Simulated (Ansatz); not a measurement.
# AlNi5: the cost of one run

Computed with Ansatz 0.2.0 (DFT PBE, scalar-relativistic, plane waves, PAW, unless a step names another level, unless a step's input says otherwise).

1 further run of the same task is left out (it didn't finish).

### Step 1. The system as given

Symmetry: P4/mmm, No. 123, tetragonal system. Conventional cell: a = 2.609 Å, b = 2.609 Å, c = 9.960 Å, α = 90.00°, β = 90.00°, γ = 90.00°. Al (site symmetry 4/mmm) has 8 Ni at 2.48 Å and 4 Al at 2.61 Å as nearest neighbours. Ni (site symmetry 4mm) has 4 Al at 2.48 Å and 8 Ni at 2.51 to 2.61 Å as nearest neighbours. Ni (site symmetry 4mm) has 12 Ni at 2.46 to 2.61 Å as nearest neighbours. Ni (site symmetry 4/mmm) has 12 Ni at 2.46 to 2.61 Å as nearest neighbours.

Coordinates:

```cif
data_structure
_symmetry_space_group_name_H-M 'P 1'
_symmetry_Int_Tables_number 1
_cell_length_a 2.6088
_cell_length_b 2.6088
_cell_length_c 9.9604
_cell_angle_alpha 90.000
_cell_angle_beta 90.000
_cell_angle_gamma 90.000
_cell_volume 67.79
loop_
_atom_site_label
_atom_site_type_symbol
_atom_site_fract_x
_atom_site_fract_y
_atom_site_fract_z
_atom_site_occupancy
Al1 Al 0.00000 0.00000 0.00000 1
Ni1 Ni 0.50000 0.50000 0.16597 1
Ni2 Ni 0.50000 0.50000 0.83403 1
Ni3 Ni 0.00000 0.00000 0.33635 1
Ni4 Ni 0.50000 0.50000 0.50000 1
Ni5 Ni 0.00000 0.00000 0.66365 1
```

It is the end of an earlier relaxation with the same method, from a generated guess; it needn't be the stable form of this composition. At a tolerance of 0.05 Å it has space group P4/mmm (No. 123); it has 11.30 Å³/atom, an uncorrected energy of -0.18 eV/atom over the elements.

### Step 2. Electronic structure at the relaxed geometry

Contents of input.yaml:

```yaml
crystal:
  lattice:
    - [2.6088042722, 0.0, 0.0]
    - [0.0, 2.6088042722, 0.0]
    - [0.0, 0.0, 9.9603824895]
  atoms:
    - { symbol: Al, position: [0.0, 0.0, 0.0] }
    - { symbol: Ni, position: [0.5, 0.5, 0.1659679431] }
    - { symbol: Ni, position: [0.5, 0.5, 0.8340320569] }
    - { symbol: Ni, position: [0.0, 0.0, 0.3363509962], spin: 0.67 }
    - { symbol: Ni, position: [0.5, 0.5, 0.5], spin: 0.77 }
    - { symbol: Ni, position: [0.0, 0.0, 0.6636490038], spin: 0.67 }
basis:
  ecutwfc: 420
kpoints:
  mp_grid: { grid: [14, 14, 4] }
  band_path:
    path:
      - [[0.0, 0.0, 0.0], [0.0, 0.5, 0.0], [0.5, 0.5, 0.0], [0.0, 0.0, 0.0], [0.0, 0.0, 0.5], [0.0, 0.5, 0.5], [0.5, 0.5, 0.5], [0.0, 0.0, 0.5]]
      - [[0.0, 0.5, 0.0], [0.0, 0.5, 0.5]]
      - [[0.5, 0.5, 0.0], [0.5, 0.5, 0.5]]
    npoints: 14
hamiltonian:
  xc: pbe
scf:
  occupations: { method: gaussian, width: 0.1 }
  n_extra_bands: 15
output:
  forces: true
  stress: true
  eigenvalues: true
  populations: true
  dos: { projected: true, de: 0.02, nscf_kmesh: { grid: [17, 17, 5] } }
  bader: true
  write_density: true
  write_potential: true
  elf: true
  volumetric_format: npy
magnetization:
  spin_polarized: true
checkpoint:
  read: start.run
  write: ck
  compress: false
  write_wavefunctions: false
  write_every: 100000
```

The run is started by

```
ansatz run input.yaml --threads 1 --pin off --max-ram 2560MiB --backend cpu --events-out ev --progress --plain --runs-dir out
```

Q: Estimate wall time and peak memory on 1 thread of AMD EPYC 7R43 (Zen 3), shared host.

About 3.8 min, with a peak of 0.88 GiB.
